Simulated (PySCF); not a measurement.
# La(BH4)2: other functionals and bases at one geometry

Aim: see how levels, charges and forces of La(BH4)2 depend on the level of theory. It is a constructed species; whether it can be made isn't addressed.

Method: several levels, as the steps say, no spin–orbit coupling; program: PySCF 2.14.0.

1 further run of the same task is left out (for a known fault of the program).

### Step 1. The system as given

11 atoms, charge 0, spin multiplicity 1.

Bond lengths: La1–B2 2.735 Å, La1–H4 2.537 Å, La1–H5 2.547 Å, La1–H6 2.548 Å, La1–B7 2.735 Å, La1–H9 2.537 Å, La1–H10 2.547 Å, La1–H11 2.548 Å, B2–H3 1.212 Å, B2–H4 1.255 Å, B2–H5 1.255 Å, B2–H6 1.255 Å, B7–H8 1.212 Å, B7–H9 1.255 Å, B7–H10 1.255 Å, B7–H11 1.255 Å. Angles: B2–La1–H4 27.2°, B2–La1–H5 27.2°, B2–La1–H6 27.2°, B2–La1–B7 172.0°, B2–La1–H9 147.2°, B2–La1–H10 160.6°, B2–La1–H11 149.2°, H4–La1–H5 46.7°, H4–La1–H6 46.6°, H4–La1–B7 147.2°, H4–La1–H9 138.8°, H4–La1–H10 163.6°, H4–La1–H11 122.1°, H5–La1–H6 46.6°, H5–La1–B7 160.6°, H5–La1–H9 163.6°, H5–La1–H10 134.3°, H5–La1–H11 149.2° and more.

Coordinates:

```xyz
11
B2H8La
La    0.0000    0.0000    0.6374
B     2.7287   -0.0091    0.8273
H     3.9374   -0.0197    0.9161
H     2.1968   -0.9031    1.5294
H     2.3388   -0.1974   -0.3506
H     2.2365    1.0827    1.2013
B    -2.7287    0.0091    0.8273
H    -3.9374    0.0198    0.9161
H    -2.1968    0.9031    1.5294
H    -2.3387    0.1974   -0.3506
H    -2.2365   -1.0827    1.2013
```

Formal oxidation states: La +2. Each metal's 1 4f electrons lie in its core potential, so multiplicities, spins and levels count the valence alone. For divalent La, Ce, Gd or Lu the extra electron is normally 5d or 6s, so this core forces an excited configuration. An earlier session relaxed this geometry at PBE0, La lcecp-0-SVP with ECP47, B def2-SVP, H def2-SVP (singlet, point group C1).

At PBE0 on the finer grid: E = -80.494722 Eh, frontier levels not given, since the 4f levels lie in the core, Mulliken charge on La1 +0.89 e, largest force component 0.009 eV/Å. 

Levels to run: CAM-B3LYP; wB97X; PBE0, TZVP. Hardware: 2 threads of Arm Neoverse V1, shared host.

### Step 2. CAM-B3LYP

The input, run.py (the lines that set the calculation):

```python
mol = gto.M(atom='''
La     0.00000    -0.00002     0.63739
B      2.72873    -0.00911     0.82731
H      3.93744    -0.01972     0.91614
H      2.19676    -0.90313     1.52942
H      2.33876    -0.19740    -0.35062
H      2.23649     1.08273     1.20127
B     -2.72873     0.00912     0.82731
H     -3.93744     0.01975     0.91612
H     -2.19675     0.90312     1.52944
H     -2.33874     0.19741    -0.35061
H     -2.23652    -1.08274     1.20127''',
    basis={'La': 'lcecp-0-SVP', 'B': 'def2-SVP', 'H': 'def2-SVP'},
    ecp={'La': 'lcecp-0-SVP'},
    charge=0, spin=0)
mf = dft.RKS(mol, xc='CAMB3LYP')
mf.grids.atom_grid = (75, 302)  # f atoms: unpruned, at least (60, 302)
mf = mf.density_fit()  # fitting sets: La AutoAux, B def2-universal-JKFIT, H def2-universal-JKFIT
mf.conv_tol = 1e-08; mf.max_cycle = 55
mf.kernel(dm0)  # dm0: the density of the relaxed state
```

Command:

```
> OMP_NUM_THREADS=2 python run.py
```

The log of the run:

```text
init E= -80.5003391376406
cycle= 1 E= -80.5015086521119  delta_E= -0.00117  |g|= 0.00965  |ddm|= 0.148
cycle= 2 E= -80.5015522845341  delta_E= -4.36e-05  |g|= 0.00213  |ddm|= 0.0337
cycle= 3 E= -80.5015550171241  delta_E= -2.73e-06  |g|= 0.000829  |ddm|= 0.00618
cycle= 4 E= -80.5015552990012  delta_E= -2.82e-07  |g|= 0.000175  |ddm|= 0.00188
cycle= 5 E= -80.5015553135963  delta_E= -1.46e-08  |g|= 4.05e-05  |ddm|= 0.000352
cycle= 6 E= -80.5015553145663  delta_E= -9.7e-10  |g|= 4.79e-06  |ddm|= 8.72e-05
Extra cycle  E= -80.5015553145927  delta_E= -2.64e-11  |g|= 1.32e-06  |ddm|= 1.45e-05
converged SCF energy = -80.5015553145927
```

Wall time 7.4 s (2 threads of Arm Neoverse V1, shared host).

Result: E = -80.501555 Eh, frontier levels not given, since the 4f levels lie in the core, Mulliken charge on La1 +0.87 e, largest force component 0.120 eV/Å. 

### Step 3. wB97X

run.py (the lines that set the calculation), as its differences from that of step 2:

```diff
@@ -15,3 +15,3 @@
     charge=0, spin=0)
-mf = dft.RKS(mol, xc='CAMB3LYP')
+mf = dft.RKS(mol, xc='WB97X')
 mf.grids.atom_grid = (75, 302)  # f atoms: unpruned, at least (60, 302)
```

Command:

```
> OMP_NUM_THREADS=2 python run.py
```

The log of the run:

```text
init E= -80.5739530914052
cycle= 1 E= -80.5757222892519  delta_E= -0.00177  |g|= 0.0127  |ddm|= 0.175
cycle= 2 E= -80.5758150684129  delta_E= -9.28e-05  |g|= 0.00301  |ddm|= 0.0467
cycle= 3 E= -80.5758223040695  delta_E= -7.24e-06  |g|= 0.00108  |ddm|= 0.0128
cycle= 4 E= -80.5758228267187  delta_E= -5.23e-07  |g|= 0.000164  |ddm|= 0.00264
cycle= 5 E= -80.5758228498177  delta_E= -2.31e-08  |g|= 5.03e-05  |ddm|= 0.000619
cycle= 6 E= -80.5758228520689  delta_E= -2.25e-09  |g|= 8.19e-06  |ddm|= 0.00021
Extra cycle  E= -80.5758228521428  delta_E= -7.4e-11  |g|= 2.87e-06  |ddm|= 2.17e-05
converged SCF energy = -80.5758228521428
```

It took 7.2 s on 2 threads of Arm Neoverse V1, shared host.

It gives: E = -80.575823 Eh, frontier levels not given, since the 4f levels lie in the core, Mulliken charge on La1 +0.95 e, largest force component 0.123 eV/Å. 

### Step 4. PBE0, TZVP

Basis: La lcecp-0-TZVP with ECP47, B def2-TZVP, H def2-TZVP. 

run.py (the lines that set the calculation), as its differences from that of step 3:

```diff
@@ -12,6 +12,6 @@
 H     -2.23652    -1.08274     1.20127''',
-    basis={'La': 'lcecp-0-SVP', 'B': 'def2-SVP', 'H': 'def2-SVP'},
-    ecp={'La': 'lcecp-0-SVP'},
+    basis={'La': 'lcecp-0-TZVP', 'B': 'def2-TZVP', 'H': 'def2-TZVP'},
+    ecp={'La': 'lcecp-0-TZVP'},
     charge=0, spin=0)
-mf = dft.RKS(mol, xc='WB97X')
+mf = dft.RKS(mol, xc='PBE0')
 mf.grids.atom_grid = (75, 302)  # f atoms: unpruned, at least (60, 302)
@@ -19,2 +19,2 @@
 mf.conv_tol = 1e-08; mf.max_cycle = 55
-mf.kernel(dm0)  # dm0: the density of the relaxed state
+mf.kernel(dm0)  # dm0: free metal ions and neutral atoms
```

Command:

```
> OMP_NUM_THREADS=2 python run.py
```

The log of the run:

```text
init E= -83.2058176161253
cycle= 1 E= -80.3714827827125  delta_E= 2.83  |g|= 0.881  |ddm|=  2.2
cycle= 2 E= -80.3830046928253  delta_E= -0.0115  |g|= 0.733  |ddm|= 1.27
cycle= 3 E= -80.5567975160646  delta_E= -0.174  |g|= 0.0841  |ddm|= 0.701
cycle= 4 E= -80.5590928165403  delta_E= -0.0023  |g|= 0.0154  |ddm|= 0.0795
cycle= 5 E= -80.5591827809698  delta_E= -9e-05  |g|= 0.00177  |ddm|= 0.0223
cycle= 6 E= -80.5591839907528  delta_E= -1.21e-06  |g|= 0.000166  |ddm|= 0.00241
cycle= 7 E= -80.5591839991677  delta_E= -8.41e-09  |g|= 7.44e-05  |ddm|= 0.000352
Extra cycle  E= -80.5591839997595  delta_E= -5.92e-10  |g|= 6.15e-05  |ddm|= 0.000166
converged SCF energy = -80.5591839997595
```

Run time: 13 s. Hardware: 2 threads of Arm Neoverse V1, shared host.

Result: E = -80.559184 Eh, frontier levels not given, since the 4f levels lie in the core, Mulliken charge on La1 +1.19 e, largest force component 0.283 eV/Å. 

### Step 5. Results

| level | state | charge on La1 (e) | dipole (D) | largest force (eV/Å) | basis functions | time |
| --- | --- | --- | --- | --- | --- | --- |
| PBE0 (relaxed here) | singlet | 0.89 | 1.12 | 0.01 | 99 | 16 s |
| CAM-B3LYP | singlet | 0.87 | 1.14 | 0.12 | 99 | 7.4 s |
| wB97X | singlet | 0.95 | 1.15 | 0.12 | 99 | 7.2 s |
| PBE0, TZVP | singlet | 1.19 | 1.11 | 0.28 | 157 | 13 s |

Times are on 2 threads of Arm Neoverse V1, shared host; the first row also made further properties.

The largest leftover force, 0.28 eV/Å with PBE0, TZVP, stands at a geometry relaxed at another level. The Mulliken charge on La spans +0.87 to +1.19 e over the levels. With 4f in the core, its levels are missing from HOMO and gap. Total energies of different levels can't be compared. Spin–orbit coupling is left out throughout.
